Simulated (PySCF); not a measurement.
# TaO2OH: singlet, from a trigonal pyramidal start

Where does singlet TaO2OH go from a trigonal pyramidal start, is the end point a minimum, and what are its modes, charges and moments?

Method: PBE, basis Ta def2-SVP with ECP60, O def2-SVP, H def2-SVP, scalar-relativistic core potentials, no spin–orbit coupling, density fitting; program: PySCF 2.14.0.

## Step 1: Starting geometry

5 atoms, charge 0, spin multiplicity 1.

Bond lengths: Ta1–O2 1.830 Å, Ta1–O3 1.830 Å, Ta1–O4 2.090 Å, O4–H5 0.960 Å. Angles: O2–Ta1–O3 99.8°, O2–Ta1–O4 99.8°, O3–Ta1–O4 99.8°, Ta1–O4–H5 130.0°.

Coordinates in bohr (charge 0 multiplicity 1):
```
Ta    0.0303    0.0402   -0.3654
O     3.0837    0.0402    1.2581
O    -1.4964    2.6845    1.2581
O    -1.7134   -2.9797    1.4888
H    -3.4317   -3.1766    2.0363
```

## Step 2: Relaxing the singlet from the trigonal pyramidal start

The steps below are one call of a driver around PySCF. For each, scf.py gives the equivalent set-up of the SCF; relaxations use the driver's own optimiser. Before each start the driver seeks the lowest SCF state from one or more starting densities and follows internal instabilities, so scf.py alone need not reach the same state.

The program finds C1 symmetry in the start. Threshold on the gradient: 0.0003 Eh/bohr, with a further test on the energy change.

scf.py

```python
from pyscf import gto, scf, dft
mol = gto.M(atom='''
Ta     0.016015     0.021290    -0.193344
O      1.631815     0.021290     0.665756
O     -0.791885     1.420590     0.665756
O     -0.906685    -1.576810     0.787856
H     -1.815985    -1.681010     1.077556''',
    basis={'Ta': 'def2-SVP', 'O': 'def2-SVP', 'H': 'def2-SVP'},
    ecp={'Ta': 'def2-SVP'},
    charge=0, spin=0)
mf = dft.RKS(mol, xc='PBE')
mf.grids.atom_grid = (50, 194)
aux = {'Ta': 'def2-universal-JKFIT', 'O': 'def2-universal-JKFIT', 'H': 'def2-universal-JKFIT'}
mf = mf.density_fit(auxbasis=aux)
mf.kernel()
```

After this run come: Is it a minimum? Harmonic modes.

**Question.** What will these runs give? Wanted: minimum; geometry; wavenumbers; dipole moment; highest occupied, lowest empty level; polar-tensor charge of Ta1; zero-point energy; atomisation energy.

**Answer**, as computed:

| quantity | value |
| --- | --- |
| minimum | singlet, C1 |
| geometry | O–H 0.972 Å, Ta–O 1.755 Å, Ta–O 1.757 Å, Ta–O 1.925 Å; H–O–Ta 129.5°, O–Ta–O 104.7°, O–Ta–O 106.3° (×2) |
| wavenumbers (cm⁻¹) | 136 (a), 201 (a), 245 (a), 334 (a), 561 (a), 695 (a), 893 (a), 947 (a), 3787 (a) |
| dipole moment | 5.04 D |
| highest occupied, lowest empty level | -6.15, -4.12 eV |
| polar-tensor charge of Ta1 | +1.75 e |
| zero-point energy | 46.6 kJ/mol |
| entropy at 298.15 K | 321.1 J/(mol K) |
| atomisation energy (no zero-point energy) | 2512 kJ/mol |

**Reading.** The trigonal pyramidal start ends in a minimum without symmetry. The strongest infrared band lies at 3787 cm⁻¹ (a). With 5.0 D the molecule is strongly polar. Only this shape and spin were tried, so other structures or states may lie lower. A two-component treatment could change these values noticeably.
